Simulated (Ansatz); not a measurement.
Predict the output of the script below (Ansatz's Python interface).

`edit_znpt3.py`
```python
# -*- coding: utf-8 -*-
import warnings

import ansatz as az

warnings.simplefilter("ignore", az.DeckWarning)

system = (
    az.Lattice.cubic(3.893)
    .space_group(221)
    .atom("Zn", (0.0, 0.0, 0.0))
    .atom("Pt", (0.0, 0.5, 0.5))
)

base = (
    system.calculation()
    .kpoints(mesh=(6, 6, 6))
    .occupations("Marzari-Vanderbilt", width=0.1)
    .functional(az.Functional.R2SCAN)
    .band_table()
)
typed = base.input()
rows = []
for value in [2, 5, 10]:
    edited = typed.set(az.key.scf.mixing.ndim, value)
    r = az.Session.from_dict(edited).plan().execute().report
    rows.append((value, r["free_energy_ev"], r["n_iterations"], len(r["eigenvalues_ev"][0]) if "eigenvalues_ev" in r else 0))
for row in rows:
    print("; ".join(f"{name} = {round(v, 4) if isinstance(v, float) else v}" for name, v in zip(["history", "F eV", "iterations", "bands listed"], row)))
```

```console
$ python edit_znpt3.py
history = 2; F eV = -40937.4818; iterations = 15; bands listed = 40
history = 5; F eV = -40937.4818; iterations = 8; bands listed = 40
history = 10; F eV = -40937.4818; iterations = 8; bands listed = 40
```

Caveats:
- Absolute energies stand on the zero of these potentials, so only differences at equal settings mean something. A total without «per atom» is that of the cell as typed.
- For a metal this k-point mesh is coarse: on a finer one energies can move by several to tens of meV an atom and pressures by half a GPa or more, differences at one mesh by less.
- Spin-orbit coupling, which matters for elements this heavy, is left out.
- The starting cell is as deposited in a crystallographic database; the results hold for this polymorph, which needn't be the stable one.
- Wall time of the script: 9 s on 1 thread of Intel(R) Xeon(R) 6975P-C (Granite Rapids) (shared host), peak memory 0.53 GiB.
